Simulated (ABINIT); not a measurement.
# DyO (Pm-3m) in ABINIT: a series of runs

One crystal, DyO, is run at these levels: LDA+U; tasks: projected density of states, single point.

Everything below comes from runs of ABINIT 10.8.3 (patched build). Logs are shortened: lines on timing, memory, paths and dates and some standing lists are left out, and cuts for length are marked. The log counts tension as positive stress, the text compression.

### 1 The structure

Symmetry: Pm-3m, No. 221, cubic system. The conventional cell has a = 2.771 Å, b = 2.771 Å, c = 2.771 Å, α = 90.00°, β = 90.00°, γ = 90.00°. Dy (site symmetry m-3m) is surrounded by 8 O at 2.40 Å. Around O (site symmetry m-3m) lie 8 Dy at 2.40 Å.

The cell comes from a database or a generator and needn't be the stable form of this composition.

### 2 Projected density of states, LDA+U, collinear spin, ferromagnetic start

The input, run.abi:

```
# Datasets: ground state, then fixed potential
ndtset 2

# Pseudopotentials
pp_dirpath "./"
pseudos "Dy.LDA_PW-JTH.xml, O.LDA_PW-JTH.xml"

# Structure
acell 3*1.0 Angstrom
rprim
     2.7706558700     0.0000000000     0.0000000000
     0.0000000000     2.7706558700     0.0000000000
     0.0000000000     0.0000000000     2.7706558700
ntypat 2
znucl 66 8
natom 2
typat 1 2
xred
     0.0000000000     0.0000000000     0.0000000000
     0.5000000000     0.5000000000     0.5000000000

# Plane-wave basis
ecut 23.0
pawecutdg 45.0

# Exchange and correlation
ixc 7

# Bands and occupations
occopt 7
tsmear 0.05 eV

# Spin
nsppol 2
spinat
     0.0000000000     0.0000000000     5.0000000000
     0.0000000000     0.0000000000     0.0000000000

# DFT+U
usepawu 1
lpawu 3 -1
upawu 2.0 0.0 eV
jpawu 0.0 0.0 eV

# SCF cycle
nstep 100

# Output
iomode 3
prtwf 0
prteig 0
prtebands 0
enunit 2
prtden1 1
prtvha1 1
prtvclmb1 1
prtpot1 1

# Dataset 1
kptopt1 1
ngkpt1 7 7 7
nshiftk1 1
shiftk1 0.0 0.0 0.0
nband1 22
tolvrs1 1.0e-9

# Dataset 2: density of states
iscf2 -3
getden2 1
nband2 26
nbdbuf2 4
tolwfr2 1.0e-10
kptopt2 1
ngkpt2 10 10 10
nshiftk2 1
shiftk2 0.0 0.0 0.0
prtdos2 3
dosdeltae2 0.02 eV
natsph 2
iatsph 1 2
```

Potentials or basis: JTH PAW LDA v2.0.

The run is started by

```sh
$ abinit run.abi > log 2>&1
```

run.abo:

```text
.Version 10.8.3 of ABINIT
 DATASET    1 : space group Pm -3 m (#221); Bravais cP (primitive cubic)
================================================================================
 Values of the parameters that define the memory need for DATASET  1.
     intxc =       0    ionmov =       0      iscf =      17    lmnmax =      32
     lnmax =       8     mgfft =      24  mpssoang =       4    mqgrid =    3001
     natom =       2  nloc_mem =       2    nspden =       2   nspinor =       1
    nsppol =       2      nsym =      48    n1xccc =       1    ntypat =       2
    occopt =       7   xclevel =       1
       mpw =         772          nfft =       13824          nkpt =          20
 PAW method is used; the additional fine FFT grid is defined by:
   mgfftf=        32    nfftf =     32768
================================================================================
================================================================================

 DATASET    2 : space group Pm -3 m (#221); Bravais cP (primitive cubic)
================================================================================
 Values of the parameters that define the memory need for DATASET  2.
     intxc =       0    ionmov =       0      iscf =      -3    lmnmax =      32
     lnmax =       8     mgfft =      24  mpssoang =       4    mqgrid =    3001
     natom =       2  nloc_mem =       2    nspden =       2   nspinor =       1
    nsppol =       2      nsym =      48    n1xccc =       1    ntypat =       2
    occopt =       7   xclevel =       1
       mpw =         772          nfft =       13824          nkpt =          56
 PAW method is used; the additional fine FFT grid is defined by:
   mgfftf=        32    nfftf =     32768
================================================================================
================================================================================

--------------------------------------------------------------------------------
------------- Echo of variables that govern the present computation ------------
--------------------------------------------------------------------------------
 -outvars: echo values of preprocessed input variables --------
            acell      1.8897261259E+00  1.8897261259E+00  1.8897261259E+00 Bohr
              amu      1.62500000E+02  1.59994000E+01
        dosdeltae1     0.00000000E+00 Hartree
        dosdeltae2     7.34986444E-04 Hartree
             ecut      2.30000000E+01 Hartree
           enunit           2
           getden1          0
           getden2          1
           iatsph2       1    2
             iscf1         17
             iscf2         -3
                       outvar_i_n : Printing only first  50 k-points.
              ixc           7
           jdtset        1    2
                       outvar_i_n : Printing only first  50 k-points.
         kptrlatt1       7    0    0      0    7    0      0    0    7
         kptrlatt2      10    0    0      0   10    0      0    0   10
          kptrlen1     3.66504655E+01
          kptrlen2     5.23578078E+01
            lpawu           3      -1
            natom           2
           natsph2       2
            nband1         22
            nband2         26
           nbdbuf1          0
           nbdbuf2          4
           ndtset           2
            ngfft          24      24      24
          ngfftdg          32      32      32
             nkpt1         20
             nkpt2         56
           nspden           2
           nsppol           2
            nstep         100
             nsym          48
           ntypat           2
                       prtocc : prtvol=0, do not print more k-points.
                       1.000000  1.000000  1.000000  1.000000  1.000000  1.000000
                       1.000000  1.000000  1.000000  1.000000  1.000000  1.000000
                       1.000000  0.000000  0.000000  0.000000  0.000000  0.000000
                       0.000000  0.000000  0.000000  0.000000  0.000000  0.000000
                       0.000000  0.000000
                       1.000000  1.000000  1.000000  1.000000  1.000000  1.000000
                       1.000000  1.000000  1.000000  1.000000  1.000000  1.000000
                       1.000000  0.000000  0.000000  0.000000  0.000000  0.000000
                       0.000000  0.000000  0.000000  0.000000  0.000000  0.000000
                       0.000000  0.000000
                       1.000000  1.000000  1.000000  1.000000  1.000000  1.000000
                       1.000000  1.000000  1.000000  1.000000  1.000000  1.000000
                       1.000000  0.000000  0.000000  0.000000  0.000000  0.000000
                       0.000000  0.000000  0.000000  0.000000  0.000000  0.000000
                       0.000000  0.000000
                       1.000000  1.000000  1.000000  1.000000  1.000000  1.000000
                       1.000000  1.000000  1.000000  1.000000  1.000000  1.000000
[... 218 lines left out ...]
                       1.000000  1.000000  1.000000  1.000000  1.000000  1.000000
                       1.000000  1.000000  1.000000  1.000000  1.000000  1.000000
                       1.000000  0.000000  0.000000  0.000000  0.000000  0.000000
                       0.000000  0.000000  0.000000  0.000000  0.000000  0.000000
                       0.000000  0.000000
[... 452 lines left out ...]
 Integrated electronic and magnetization densities in atomic spheres:
 ------------------------------------------------------------------------------------------------------------
 Radius=ratsph(iatom), smearing ratsm=  0.0000. Diff(up-dn)=approximate z local magnetic moment.
    Atom    Radius    up_density   dn_density  Total(up+dn)  Diff(up-dn)
    1 Dy   2.51563    11.375597     6.862885     18.238483     4.512712
    2  O   1.41465     2.299819     2.285496      4.585315     0.014323
 ------------------------------------------------------------------------------------------------------------
  Sum:                13.675417     9.148381     22.823798     4.527035
 Total magnetization (from the atomic spheres):                4.527035
 Total magnetization (exact up - dn):                          4.535811

 ---------- DFT+U DATA ---------------------------------------------------

 ====== For Atom     1, occupations for correlated orbitals. lpawu =   3

 Atom   1. Occ. for lpawu and for spin  1 =   6.92753
 Atom   1. Occ. for lpawu and for spin  2 =   2.44373
 => On atom   1,  local Mag. for lpawu is       -4.483794

 == Occupation matrix for correlated orbitals:

 Occupation matrix for spin  1
     0.98635    0.00000   -0.00348    0.00000    0.00000    0.00000    0.00000
     0.00000    1.00406    0.00000    0.00000    0.00000    0.00000    0.00000
    -0.00348    0.00000    0.98814    0.00000    0.00000    0.00000    0.00000
     0.00000    0.00000    0.00000    0.98365    0.00000    0.00000    0.00000
     0.00000    0.00000    0.00000    0.00000    0.98814    0.00000    0.00348
     0.00000    0.00000    0.00000    0.00000    0.00000    0.99083    0.00000
     0.00000    0.00000    0.00000    0.00000    0.00348    0.00000    0.98635

 Occupation matrix for spin  2
     0.49942    0.00000    0.37793    0.00000    0.00000    0.00000    0.00000
     0.00000    0.03270    0.00000    0.00000    0.00000    0.00000    0.00000
     0.37793    0.00000    0.30426    0.00000    0.00000    0.00000    0.00000
     0.00000    0.00000    0.00000    0.79217    0.00000    0.00000    0.00000
     0.00000    0.00000    0.00000    0.00000    0.30426    0.00000   -0.37793
     0.00000    0.00000    0.00000    0.00000    0.00000    0.01151    0.00000
     0.00000    0.00000    0.00000    0.00000   -0.37793    0.00000    0.49942

================================================================================

 ----iterations are completed or convergence reached----

 Mean square residual over all n,k,spin=   59.766E-12; max=  99.991E-12
 reduced coordinates (array xred) for    2 atoms
       0.000000000000      0.000000000000      0.000000000000
       0.500000000000      0.500000000000      0.500000000000

 cartesian coordinates (angstrom) at end:
    1      0.00000000000000     0.00000000000000     0.00000000000000
    2      1.38532793500000     1.38532793500000     1.38532793500000
 length scales=  1.889726125908  1.889726125908  1.889726125908 bohr
              =  1.000000000000  1.000000000000  1.000000000000 angstroms
 Eigenvalues (hartree) for nkpt=  56  k points, SPIN UP:
 kpt#   1, nband= 26, wtk=  0.00100, kpt=  0.0000  0.0000  0.0000 (reduced coord)
  -1.43065   -0.49649   -0.49649   -0.49649   -0.44821    0.14118    0.14118    0.14118
   0.16109    0.16109    0.16109    0.16141    0.22418    0.22418    0.22418    0.22891
   0.22891    0.43553    0.63110    0.63110    0.63110    1.02726    1.02726    1.13897
   1.13898    1.13964
      occupation numbers for kpt#   1
   1.00000    1.00000    1.00000    1.00000    1.00000    1.00000    1.00000    1.00000
   1.00000    1.00000    1.00000    1.00000    1.00000    1.00000    1.00000    1.00000
   1.00000    0.00000    0.00000    0.00000    0.00000    0.00000    0.00000    0.00000
   0.00000    0.00000
 prteigrs : prtvol=0 or 1, do not print more k-points.

 Eigenvalues (hartree) for nkpt=  56  k points, SPIN DOWN:
 kpt#   1, nband= 26, wtk=  0.00100, kpt=  0.0000  0.0000  0.0000 (reduced coord)
  -1.36487   -0.44489   -0.44489   -0.44489   -0.44417    0.15914    0.15914    0.15914
   0.24096    0.24096    0.33150    0.33150    0.33150    0.36593    0.36593    0.36593
   0.36608    0.45033    0.66326    0.66326    0.66326    1.03476    1.03476    1.16467
   1.16467    1.16467
      occupation numbers for kpt#   1
   1.00000    1.00000    1.00000    1.00000    1.00000    1.00000    1.00000    1.00000
   1.00000    1.00000    0.00000    0.00000    0.00000    0.00000    0.00000    0.00000
   0.00000    0.00000    0.00000    0.00000    0.00000    0.00000    0.00000    0.00000
   0.00000    0.00000
 prteigrs : prtvol=0 or 1, do not print more k-points.

 Eigenvalues (   eV  ) for nkpt=  56  k points, SPIN UP:
 kpt#   1, nband= 26, wtk=  0.00100, kpt=  0.0000  0.0000  0.0000 (reduced coord)
 -38.93002  -13.51023  -13.51023  -13.51023  -12.19641    3.84163    3.84163    3.84163
   4.38341    4.38341    4.38341    4.39230    6.10031    6.10031    6.10031    6.22898
   6.22898   11.85146   17.17318   17.17318   17.17318   27.95316   27.95316   30.99289
  30.99323   31.01116
 prteigrs : prtvol=0 or 1, do not print more k-points.

 Eigenvalues (   eV  ) for nkpt=  56  k points, SPIN DOWN:
 kpt#   1, nband= 26, wtk=  0.00100, kpt=  0.0000  0.0000  0.0000 (reduced coord)
 -37.13997  -12.10595  -12.10595  -12.10595  -12.08650    4.33049    4.33049    4.33049
   6.55676    6.55676    9.02047    9.02047    9.02047    9.95736    9.95736    9.95736
   9.96153   12.25401   18.04834   18.04834   18.04834   28.15718   28.15718   31.69241
  31.69241   31.69241
 prteigrs : prtvol=0 or 1, do not print more k-points.

--- !EnergyTerms
iteration_state     : {dtset: 2, }
comment             : Components of total free energy in Hartree
kinetic             :  1.94729101904893E+01
hartree             :  2.65472310107491E+01
xc                  : -8.46796203726768E+00
Ewald energy        : -1.36515105672684E+02
psp_core            :  1.58160990175718E+01
local_psp           : -6.33478491984905E+01
PAW spherical_terms : -1.99144793041902E+01
internal            : -1.66409155993822E+02
'-kT*entropy'       : -7.50410948321950E-05
total_energy        : -1.66409231034917E+02
total_energy_eV     : -4.52822586058780E+03
...

--- !EnergyTermsDC
iteration_state     : {dtset: 2, }
comment             : '"Double-counting" decomposition of free energy'
band_energy         : -3.95257932480258E+00
Ewald energy        : -1.36515105672684E+02
psp_core            :  1.58160990175718E+01
xc_dc               : -2.39265383072146E+01
PAW spherical_terms : -1.78218538220705E+01
internal            : -1.66399978109199E+02
'-kT*entropy'       : -7.50410948321950E-05
total_energy_dc     : -1.66400053150294E+02
total_energy_dc_eV  : -4.52797611762442E+03
...

--- !EnergyTermsWithPAWCore
iteration_state     : {dtset: 2, }
comment             : 'Components of total free energy, including PAW core contributions'
Total energy        : -1.22244675916736E+04
Total energy DC     : -1.22244584137889E+04
Total energy (eV)   : -3.32644709288507E+05
Total energy DC (eV): -3.32644459545543E+05
...

== END DATASET(S) ==============================================================
================================================================================

 -outvars: echo values of variables after computation  --------
            acell      1.8897261259E+00  1.8897261259E+00  1.8897261259E+00 Bohr
           etotal1    -1.6639957716E+02
           etotal2    -1.6639957716E+02
            fcart1    -0.0000000000E+00 -0.0000000000E+00 -0.0000000000E+00
                      -0.0000000000E+00 -0.0000000000E+00 -0.0000000000E+00
            rprim      2.7706558700E+00  0.0000000000E+00  0.0000000000E+00
                       0.0000000000E+00  2.7706558700E+00  0.0000000000E+00
                       0.0000000000E+00  0.0000000000E+00  2.7706558700E+00
           strten1    -1.3608386079E-03 -1.3608386079E-03 -1.3608386079E-03
                       0.0000000000E+00  0.0000000000E+00  0.0000000000E+00
           xangst      0.0000000000E+00  0.0000000000E+00  0.0000000000E+00
                       1.3853279350E+00  1.3853279350E+00  1.3853279350E+00
             xred      0.0000000000E+00  0.0000000000E+00  0.0000000000E+00
                       5.0000000000E-01  5.0000000000E-01  5.0000000000E-01
 Calculation completed.
```

It took 3 min on 1 thread of Arm Neoverse V1, shared host; peak memory 0.14 GiB.

Results:

| Property | Result |
| --- | --- |
| Free energy | -4527.9632 eV |
| Pressure | 40.0 GPa |
| Band gap on the k mesh | none (metal or under the smearing width) |
| Net moment | 4.56 μB per cell |
| Site moments | Dy +4.53; O +0.01 μB |
| Valence electrons inside the program's atomic spheres | Dy 18.24; O 4.58 |

States per cell in windows of 0.5 eV (zero at the Fermi level; states under -8 eV left out):
```tsv
from (eV)	up	down	Dy1 f	Dy1 d	O2 p	Dy1 p	Dy1 s	O2 s
-8.0	0.28	0.19	0.01	0.05	0.20	0.01	0.02	0.00
-7.5	0.57	0.40	0.04	0.08	0.43	0.03	0.03	0.00
-7.0	0.41	0.49	0.05	0.06	0.41	0.04	0.02	0.00
-6.5	0.44	0.35	0.08	0.05	0.37	0.03	0.01	0.00
-6.0	0.78	0.42	0.22	0.05	0.56	0.04	0.00	0.00
-5.5	0.29	0.71	0.09	0.04	0.55	0.03	0.00	0.00
-5.0	0.02	0.30	0.03	0.01	0.19	0.01	0.00	0.00
-4.5	3.72	0.00	3.51	0.01	0.11	0.00	0.00	0.00
-4.0	1.37	0.00	1.24	0.01	0.07	0.01	0.00	0.00
-3.5	1.83	0.00	1.64	0.03	0.09	0.01	0.00	0.00
-3.0	0.07	0.00	0.06	0.00	0.01	0.00	0.00	0.00
-2.5	0.01	0.00	0.00	0.00	0.00	0.00	0.00	0.00
-2.0	0.02	0.03	0.00	0.03	0.00	0.00	0.00	0.00
-1.5	0.04	0.09	0.03	0.07	0.00	0.00	0.00	0.00
-1.0	0.08	0.71	0.57	0.15	0.00	0.00	0.00	0.00
-0.5	0.10	1.87	1.76	0.12	0.01	0.01	0.01	0.00
0.0	0.16	0.42	0.38	0.13	0.02	0.00	0.01	0.00
0.5	0.19	0.43	0.28	0.20	0.02	0.01	0.01	0.00
1.0	0.11	2.85	2.60	0.17	0.04	0.01	0.01	0.01
1.5	0.12	1.19	1.05	0.15	0.02	0.01	0.01	0.00
2.0	0.14	0.13	0.04	0.13	0.01	0.01	0.00	0.01
2.5	0.19	0.14	0.03	0.18	0.02	0.01	0.00	0.01
3.0	0.28	0.17	0.03	0.25	0.03	0.01	0.01	0.02
3.5	0.27	0.27	0.03	0.29	0.04	0.01	0.01	0.03
4.0	0.19	0.29	0.02	0.25	0.04	0.01	0.02	0.02
4.5	0.50	0.20	0.02	0.38	0.06	0.01	0.03	0.02
5.0	0.51	0.31	0.02	0.44	0.08	0.02	0.04	0.02
5.5	0.45	0.65	0.04	0.61	0.14	0.03	0.03	0.02
6.0	0.37	0.38	0.02	0.42	0.13	0.01	0.01	0.01
6.5	0.23	0.45	0.02	0.40	0.11	0.01	0.00	0.00
7.0	0.34	0.22	0.02	0.36	0.06	0.01	0.01	0.00
7.5	0.27	0.29	0.02	0.36	0.06	0.01	0.01	0.00
```

Eigenvalues of the final occupation matrices:
| site | spin | trace | eigenvalues |
| --- | --- | --- | --- |
| atom 1 | 1 | 6.93 | 0.98 0.98 0.98 0.99 0.99 0.99 1.00 |
| atom 1 | 2 | 2.44 | 0.01 0.01 0.01 0.03 0.79 0.79 0.79 |

Caveat: the magnetic or orbital state may not be the lowest; a pressure of tens of GPa on the cell as given is suspect, and the run, the potentials or the cell itself is likely at fault; spin-orbit coupling is left out, which moves the levels of the heavy elements.

(Continued in part 2 of 2.)
